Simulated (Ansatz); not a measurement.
# SrSn2O3: the cost of one run

Computed with Ansatz 0.2.0 (DFT PBE, scalar-relativistic, plane waves, PAW, unless a step's input says otherwise).

## (1) The system as given

Symmetry: P6/mmm, No. 191, hexagonal system. The conventional cell has a = 4.086 Å, b = 4.086 Å, c = 8.801 Å, α = 90.00°, β = 90.00°, γ = 120.00°. Around Sr (site symmetry 6/mmm) lie 2 Sn at 2.36 Å and 6 O at 2.36 Å. Sn (site symmetry 6mm) is surrounded by 1 O at 2.04 Å. Around O (site symmetry -6m2) lie 3 Sr at 2.36 Å and 3 O at 2.36 Å. O (site symmetry 6/mmm) has 2 Sn at 2.04 Å as nearest neighbours.

As a file:

```
CELL_PARAMETERS angstrom
4.08593 0.00000 0.00000
-2.04297 3.53852 0.00000
0.00000 0.00000 8.80147
ATOMIC_POSITIONS crystal
Sr 0.00000 0.00000 0.50000
Sn 0.00000 0.00000 0.23220
Sn 0.00000 0.00000 0.76780
O 0.33333 0.66667 0.50000
O 0.66667 0.33333 0.50000
O 0.00000 0.00000 0.00000
```

The cell is invented: random cell by space group and Wyckoff sites (P6/mmm, No. 191). The dimensions are guesses.

## (2) The guess as it stands, on a coarse mesh

input.yaml reads:

```yaml
crystal:
  lattice:
    - [4.08593379, 0.0, 0.0]
    - [-2.04296689, 3.53852246, 0.0]
    - [0.0, 0.0, 8.80146987]
  atoms:
    - { symbol: Sr, position: [0.0, 0.0, 0.5] }
    - { symbol: Sn, position: [0.0, 0.0, 0.23220131] }
    - { symbol: Sn, position: [0.0, 0.0, 0.76779869] }
    - { symbol: O, position: [0.33333333, 0.66666667, 0.5] }
    - { symbol: O, position: [0.66666667, 0.33333333, 0.5] }
    - { symbol: O, position: [0.0, 0.0, 0.0] }
basis:
  ecutwfc: 420
kpoints:
  mp_grid: { grid: [6, 6, 2] }
hamiltonian:
  xc: pbe
scf:
  occupations: { method: gaussian, width: 0.1 }
  lower_state_search: "off"
output:
  forces: true
  stress: true
  eigenvalues: true
```

Run with:

```bash
> ansatz run input.yaml --threads 1 --pin off --max-ram 2560MiB --backend cpu --events-out ev --progress --plain --runs-dir out
```

What time and memory should one allow on 1 thread of AMD EPYC (Zen 3), shared host?

About 6.2 s, with a peak of 0.41 GiB.
